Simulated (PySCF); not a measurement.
# H12O6Y ([Y(H2O)6]3+): the cost of one run

Programs: PySCF 2.14.0, with routines of our own; each step states its level. All values are computed. Atoms count from 0.

### 1 The starting structure

19 atoms, charge 3, multiplicity 1; geometry from: GFN2-xTB.

### 2 NMR shieldings: PBE/pcJ-1 Y:dyall-v2z, spin-free

The job: settings as JSON, then the geometry in Å.

```
{"job": {"xc": "PBE", "basis": {"default": "pcJ-1", "Y": "dyall-v2z"}, "rel": "sf", "two": true, "kind": "hnmr"}, "charge": 3, "multiplicity": 1}
Y      0.000500    -0.000160    -0.000040
O      0.161210     0.162940     2.127850
H      0.143490     0.973320     2.676580
H      0.277150    -0.553350     2.785060
O     -0.158710    -0.164030    -2.127450
H     -0.259270     0.553370    -2.785800
H     -0.159080    -0.975660    -2.674230
O      2.127850     0.163700    -0.162990
H      2.785580     0.273250     0.553320
H      2.676070     0.147840    -0.973280
O     -2.127350    -0.158760     0.163460
H     -2.675350    -0.153240     0.974190
H     -2.784550    -0.267960    -0.553870
O     -0.164760     2.127340    -0.159710
H     -0.976630     2.673790    -0.155340
H      0.551410     2.786220    -0.264510
O      0.163050    -2.127860     0.159190
H     -0.553140    -2.783900     0.275290
H      0.972510    -2.676850     0.142280
```

Level: PBE/pcJ-1 Y:dyall-v2z GIAO NMR shielding, X2C without spin-orbit coupling but with the spin-dependent field terms, Gaussian nuclei, gas phase.

Launch:

```console
OMP_NUM_THREADS=1 python heavy_run.py task.json out
```

One launch serves the whole session: the jobs run in the order shown.

**Question.** How long does this first job take on 1 thread of Intel Xeon 6975P-C, shared host, and how much memory does it need?

About 3 min, with a peak of 2.1 GiB.
